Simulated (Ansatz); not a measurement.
**C2H3ClFNOSi: a ladder of functionals and wavefunction methods**

Aim: compute C2H3ClFNOSi with functionals from several rungs and with coupled cluster. The yardstick is the atomisation energy at the CCSD(T) limit.

Computed with Ansatz 0.2.0, Gaussian basis. Level: functionals in def2-TZVPP, the program's frozen cores in correlated methods.

Plan: LDA (SPW92), PBE-D4, revPBE-D4, BLYP-D4, r2SCAN-D4, B97M-V, PBE0-D4, B3LYP-D4, r2SCANh-D4, r2SCAN0-D4, HSE06-D4, BHLYP-D4, CAM-B3LYP-D4, LC-ωPBE, ωB97X-V, ωB97M-V, B2PLYP, PBE-QIDH; CCSD(T)/def2-SVP; CCSD(T)/def2-TZVPP; MP2/def2-QZVPP; extrapolation to the limit; RPA on PBE.

### 1 Structure used throughout

The geometry comes from an earlier relaxation with PBE0-D4 in a triple-zeta def2 set; it is a stationary point, not always the lowest conformer.

10 atoms, charge 0, spin multiplicity 1.

Atoms are counted from 1 here; the program's logs count them from 0.

Bond lengths: C1–Si2 1.833 Å, C1–H8 1.092 Å, C1–H9 1.093 Å, C1–H10 1.092 Å, Si2–F3 1.586 Å, Si2–Cl4 2.039 Å, Si2–N5 1.695 Å, N5–C6 1.198 Å, C6–O7 1.160 Å. Angles: Si2–C1–H8 110.6°, Si2–C1–H9 110.0°, Si2–C1–H10 110.4°, H8–C1–H9 108.7°, H8–C1–H10 108.5°, H9–C1–H10 108.6°, C1–Si2–F3 110.2°, C1–Si2–Cl4 111.6°, C1–Si2–N5 111.3°, F3–Si2–Cl4 107.0°, F3–Si2–N5 107.3°, Cl4–Si2–N5 109.2°, Si2–N5–C6 154.7°, N5–C6–O7 177.3°.

### 2 LDA

This LDA is Slater exchange with PW92 correlation.

File in.yaml:

```yaml
crystal:
  periodic: [false, false, false]
  atoms:
    - {symbol: C, position_ang: [-1.546918, -0.479000, -0.140808]}
    - {symbol: Si, position_ang: [0.145923, -0.325730, 0.545957]}
    - {symbol: F, position_ang: [0.080822, 0.028428, 2.090503]}
    - {symbol: Cl, position_ang: [1.185230, -2.071266, 0.376559]}
    - {symbol: N, position_ang: [1.009586, 0.915361, -0.219737]}
    - {symbol: C, position_ang: [1.990861, 1.432739, -0.671801]}
    - {symbol: O, position_ang: [2.910100, 1.974165, -1.127542]}
    - {symbol: H, position_ang: [-2.102629, -1.260961, 0.380123]}
    - {symbol: H, position_ang: [-2.083277, 0.466138, -0.028010]}
    - {symbol: H, position_ang: [-1.506498, -0.731072, -1.202243]}
basis:
  gaussian: {orbitals: def2-TZVPP}
hamiltonian: {xc: lda}
output: {orbitals: {seedname: orbitals}}
```

Command:

```sh
ansatz run in.yaml --threads 2 --pin off --events-out ev --progress --plain --max-ram 32768MiB --backend cuda --devices 0, --max-vram 18GiB
```

Further steps of the session: PBE-D4 (GGA); revPBE-D4 (GGA); BLYP-D4 (GGA); r2SCAN-D4 (meta-GGA); B97M-V (meta-GGA); PBE0-D4 (hybrid); B3LYP-D4 (hybrid); r2SCANh-D4 (hybrid); r2SCAN0-D4 (hybrid); HSE06-D4 (hybrid); BHLYP-D4 (hybrid); CAM-B3LYP-D4 (range-separated); LC-ωPBE (range-separated); ωB97X-V (range-separated); ωB97M-V (range-separated); B2PLYP (double hybrid); PBE-QIDH (double hybrid); CCSD(T) in def2-SVP; CCSD(T) in def2-TZVPP; MP2 in def2-QZVPP; RPA on PBE orbitals.

**Question.** What will the summary of the whole plan be? Wanted: atomisation energy, CCSD(T)/CBS; farthest beyond LDA; mean size of error, GGA; mean size of error, meta-GGA; mean size of error, hybrid; mean size of error, range-separated; mean size of error, double hybrid; gap, smallest and largest; T1 diagnostic.

As calculated:

| quantity | value |
| --- | --- |
| atomisation energy, CCSD(T)/CBS | 45.635 eV |
| functionals within 0.228 eV (0.5 %) | B3LYP-D4, r2SCANh-D4, LC-ωPBE, PBE-QIDH |
| farthest beyond LDA | BHLYP-D4 (-1.873 eV) |
| mean size of error, GGA | 0.763 eV |
| mean size of error, meta-GGA | 0.419 eV |
| mean size of error, hybrid | 0.556 eV |
| mean size of error, range-separated | 0.225 eV |
| mean size of error, double hybrid | 0.233 eV |
| gap, smallest and largest | 6.74 eV (LDA (SPW92)), 14.35 eV (LC-ωPBE) |
| T1 diagnostic | 0.0136 |
| triples share of the correlation energy | 4.1 % |

What this shows: LDA overbinds by 7.540 eV (17 %). PBE-D4 is off by +1.654 eV. Double hybrids carry the basis error of their MP2 part in triple zeta, and no dispersion term here, so their miss is partly the set-up's. Taken by rung, range-separated functionals do best (0.225 eV on average) and GGA ones worst beyond LDA (0.763 eV). The gap between the best rungs is small, so their order is not settled. The reference freezes the cores and leaves out relativity and excitations past (T), so misses under about 0.228 eV can't be ranked. Hartree-Fock recovers 71 % of the binding; the rest is correlation. CCSD(T) in def2-SVP is off by -3.100 eV, worse than the median functional, from the basis alone. The gap grows from 6.7 to 14.4 eV across the functionals, mostly with the share of exact exchange.
